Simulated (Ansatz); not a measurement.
# ScIn3SbP: the cost of one run

Method: DFT PBE, scalar-relativistic, plane waves, PAW, in Ansatz 0.2.0.

## Step 1: The starting structure

Symmetry: P-6m2, No. 187, hexagonal system. Conventional cell: a = 6.147 Å, b = 6.147 Å, c = 4.611 Å, α = 90.00°, β = 90.00°, γ = 120.00°. Around Sc (site symmetry -6m2) lie 3 Sb at 3.55 Å and 3 P at 3.55 Å and 12 In at 3.84 Å. Around In (site symmetry mm2) lie 2 Sb at 2.91 Å and 2 P at 2.91 Å and 4 In at 3.06 to 3.08 Å. Sb (site symmetry -6m2) is surrounded by 6 In at 2.91 Å. Around P (site symmetry -6m2) lie 6 In at 2.91 Å and 3 Sb at 3.55 Å and 3 Sc at 3.55 Å.

Coordinates:

```
Sc In Sb P
1.0
     6.14682    0.00000    0.00000
    -3.07341    5.32330    0.00000
     0.00000    0.00000    4.61079
Sc In Sb P
1 3 1 1
Cartesian
  0.0000 0.0000 0.0000
  3.0734 0.0054 2.3054
  4.6054 2.6589 2.3054
  1.5414 2.6589 2.3054
  3.0734 1.7744 0.0000
  0.0000 3.5489 0.0000
```

A structure generator made this guess: species swapped into a database cell of LaMnAlNi3 (P-6m2, No. 187), with Sc on the La sites, Sb on the Mn sites, P on the Al sites and In on the Ni sites. The dimensions are guesses.

## Step 2: A first look at the guess

input.yaml

```yaml
crystal:
  lattice:
    - [6.14681979, 0.0, 0.0]
    - [-3.0734099, 5.32330209, 0.0]
    - [0.0, 0.0, 4.61079285]
  atoms:
    - { symbol: Sc, position: [0.0, 0.0, 0.0] }
    - { symbol: In, position: [0.500508, 0.001016, 0.5] }
    - { symbol: In, position: [0.998984, 0.499492, 0.5] }
    - { symbol: In, position: [0.500508, 0.499492, 0.5] }
    - { symbol: Sb, position: [0.66666667, 0.33333333, 0.0] }
    - { symbol: P, position: [0.33333333, 0.66666667, 0.0] }
basis:
  ecutwfc: 420
kpoints:
  mp_grid: { grid: [3, 3, 4] }
hamiltonian:
  xc: pbe
scf:
  occupations: { method: gaussian, width: 0.1 }
  lower_state_search: "off"
output:
  forces: true
  stress: true
  eigenvalues: true
```

Run with:

```sh
ansatz run input.yaml --threads 1 --pin off --max-ram 2560MiB --backend cpu --events-out ev --progress --plain --runs-dir out
```

**Question.** How long does this run take on 1 thread of Arm Neoverse V2, shared host, and how much memory does it need?

About 5.9 s, with a peak of 0.39 GiB.
